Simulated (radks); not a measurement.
**Ionisation of Er⁴⁹⁺: one atom, several choices of relativity**

An exercise on one series of results from a longer session: the logs are not shown, and one member is left open.

The numbers are computed with radks (a radial shooting solver on a logarithmic mesh, Libxc functionals) version 1 (Kohn-Sham, LDA (Slater exchange, Perdew-Wang correlation), spin-unpolarised, spherical densities), except any that are marked as measured or tabulated.

## The atom as given

* element: erbium (Z = 68)
* charge: +49
* electrons: 19
* configuration: [Ar] 3d1
* ion: Er⁵⁰⁺, [Ar]
* choices: non-relativistic; scalar-relativistic; Dirac, 2j+1 shares; Dirac, low j first; scalar-relativistic, finite nucleus; Dirac, 2j+1 shares, finite nucleus; Dirac, c × 0.85; Dirac, c × 10; Dirac, c × 0.75

Set-up of the first run:

The run's settings:

```text
Z 68
configuration [Ar] 3d1 4s0 4p0
relativity non-relativistic
functional lda,pw
spin unpolarised
nucleus point
```

Steps of the session up to this table: non-relativistic: Er⁴⁹⁺.

One table of the session follows, with a row left open; its other results are not shown here.

It belongs to the step «non-relativistic: Er⁴⁹⁺». Radial moments (bohr):

```
level      <r>  outermost maximum (interpolated)  90 % within  nodes
   1s  0.02231                            0.0148       0.0396      0
   2s  0.09375                            0.0805        0.143      1
   2p  0.07938                            0.0626        0.128      0
   3s   0.2253                             0.214        0.326      2
   3p   0.2135                             0.200        0.315      1
   3d   0.1846                             0.156        0.281      0
   4s   0.4206                             0.424        0.591      3
   4p        ?                                 ?            ?      ?
```

**Question.** Estimate the row for 4p.

As computed: <r>: 0.4122; outermost maximum (interpolated): 0.415; 90 % within: 0.585; nodes: 2. In the column «<r>» it lies between 3s (0.2253) and 4s (0.4206).

To keep in mind: Spin polarisation and multiplet splitting of open shells are left out at every level.
